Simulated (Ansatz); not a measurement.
**CH6GaNS: one species, many methods**

An exercise on one series of results from a longer session: the logs are not shown, and one member is left open.

Program: Ansatz 0.2.0, Gaussian basis. Level of theory: functionals in def2-TZVPP, the program's frozen cores in correlated methods. These are calculated values, not measurements.

The runs, in order: LDA (SPW92), PBE-D4, revPBE-D4, BLYP-D4, r2SCAN-D4, B97M-V, PBE0-D4, B3LYP-D4, r2SCANh-D4, r2SCAN0-D4, HSE06-D4, BHLYP-D4, CAM-B3LYP-D4, LC-ωPBE, ωB97X-V, ωB97M-V, B2PLYP, PBE-QIDH; CCSD(T)/def2-SVP; CCSD(T)/def2-TZVPP; MP2/def2-QZVPP; extrapolation to the limit; RPA on PBE.

## Structure used throughout

An earlier PBE0-D4 in a triple-zeta def2 set relaxation fixed the geometry.

SMILES `[NH2][GaH][CH2]S`, 10 atoms, charge 0, spin multiplicity 1.

Atoms are counted from 1 here; the program's logs count them from 0.

Bond lengths: N1–Ga2 1.814 Å, N1–H5 1.006 Å, N1–H6 1.006 Å, Ga2–C3 1.970 Å, Ga2–H7 1.563 Å, C3–S4 1.822 Å, C3–H8 1.091 Å, C3–H9 1.089 Å, S4–H10 1.344 Å. Angles: Ga2–N1–H5 124.2°, Ga2–N1–H6 123.6°, H5–N1–H6 111.7°, N1–Ga2–C3 118.8°, N1–Ga2–H7 118.6°, C3–Ga2–H7 122.4°, Ga2–C3–S4 104.3°, Ga2–C3–H8 110.7°, Ga2–C3–H9 117.2°, S4–C3–H8 105.1°, S4–C3–H9 110.6°, H8–C3–H9 108.2°, C3–S4–H10 97.9°.

Set-up of the first run:

in.yaml

```yaml
crystal:
  periodic: [false, false, false]
  atoms:
    - {symbol: N, position_ang: [-1.761657, 1.015248, -0.438163]}
    - {symbol: Ga, position_ang: [-0.096496, 0.743727, 0.227798]}
    - {symbol: C, position_ang: [0.518010, -1.104196, 0.525078]}
    - {symbol: S, position_ang: [1.810606, -1.357320, -0.733878]}
    - {symbol: H, position_ang: [-2.409800, 0.278341, -0.657423]}
    - {symbol: H, position_ang: [-2.101520, 1.912231, -0.739995]}
    - {symbol: H, position_ang: [0.831860, 1.981740, 0.447745]}
    - {symbol: H, position_ang: [-0.268071, -1.817665, 0.272146]}
    - {symbol: H, position_ang: [0.895169, -1.350079, 1.516980]}
    - {symbol: H, position_ang: [2.581899, -0.302017, -0.420288]}
basis:
  gaussian: {orbitals: def2-TZVPP}
hamiltonian: {xc: lda}
output: {orbitals: {seedname: orbitals}}
```

Run with:

```sh
$ ansatz run in.yaml --threads 4 --pin off --events-out ev --progress --plain --max-ram 10444MiB
```

Steps of the session up to this table: LDA; PBE-D4 (GGA); revPBE-D4 (GGA); BLYP-D4 (GGA); r2SCAN-D4 (meta-GGA); B97M-V (meta-GGA); B3LYP-D4 (hybrid); r2SCANh-D4 (hybrid); r2SCAN0-D4 (hybrid); HSE06-D4 (hybrid); BHLYP-D4 (hybrid); CAM-B3LYP-D4 (range-separated); LC-ωPBE (range-separated); ωB97X-V (range-separated); ωB97M-V (range-separated); B2PLYP (double hybrid); PBE-QIDH (double hybrid).

One of the session's tables, all rows but one given; the rest of the session is left out.

It belongs to the step «Orbital energies across the functionals». 

| functional | HOMO (eV) | gap (eV) |
| --- | --- | --- |
| LDA (SPW92) | -5.48 | 4.00 |
| PBE-D4 | -5.35 | 4.13 |
| revPBE-D4 | ? | ? |
| BLYP-D4 | -5.21 | 4.06 |
| r2SCAN-D4 | -5.59 | 4.63 |
| B97M-V | -5.68 | 4.54 |
| PBE0-D4 | -6.55 | 6.10 |
| B3LYP-D4 | -6.32 | 5.62 |
| r2SCANh-D4 | -6.03 | 5.34 |
| r2SCAN0-D4 | -6.70 | 6.41 |
| HSE06-D4 | -6.15 | 5.33 |
| BHLYP-D4 | -7.62 | 7.91 |
| CAM-B3LYP-D4 | -7.86 | 8.31 |
| LC-ωPBE | -9.24 | 10.83 |
| ωB97X-V | -8.88 | 10.33 |
| ωB97M-V | -8.73 | 9.96 |

Q: Estimate the row for revPBE-D4 from the others.

**Answer.** HOMO (eV): -5.30; gap (eV): 4.20. In the column «HOMO (eV)» it lies between PBE-D4 (-5.35) and BLYP-D4 (-5.21).
